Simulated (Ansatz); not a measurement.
# ClF3Zr: the cost of one run

Program: Ansatz 0.2.0. Level of theory: RKS PBE-D4/def2-SVP. These are calculated values, not measurements.

### 1 Starting point

Bond lengths: Zr1–Cl2 2.520 Å, Zr1–F3 1.980 Å, Zr1–F4 1.979 Å, Zr1–F5 1.979 Å. Angles: Cl2–Zr1–F3 109.4°, Cl2–Zr1–F4 109.5°, Cl2–Zr1–F5 109.5°, F3–Zr1–F4 109.5°, F3–Zr1–F5 109.5°, F4–Zr1–F5 109.5°.

Structure file:

```xyz
5

Zr    0.0000    0.0000    0.0000
Cl    0.0000    0.0000    2.5200
F     1.8671    0.0000   -0.6593
F    -0.9326    1.6157   -0.6593
F    -0.9326   -1.6157   -0.6593
```

### 2 Relaxing the start

The input, input.yaml:

```yaml
crystal:
  periodic: [false, false, false]
  atoms:
    - { symbol: Zr, position_ang: [0.0, 0.0, 0.0] }
    - { symbol: Cl, position_ang: [0.0, 0.0, 2.52] }
    - { symbol: F, position_ang: [1.8671, 0.0, -0.6593] }
    - { symbol: F, position_ang: [-0.9326, 1.6157, -0.6593] }
    - { symbol: F, position_ang: [-0.9326, -1.6157, -0.6593] }
basis:
  gaussian: { orbitals: def2-SVP }
hamiltonian:
  xc: pbe
  dispersion: d4
relax:
  f_tol: 0.02
  max_steps: 40
```

Launch:

```sh
$ ansatz run input.yaml --threads 2 --pin off --max-ram 3072MiB --backend cpu --events-out ev --progress --plain --runs-dir out
```

Q: Estimate wall time and peak memory on 2 threads of AMD EPYC 9R45 (Zen 5), shared host.

About 3.1 s, with a peak of 0.15 GiB.
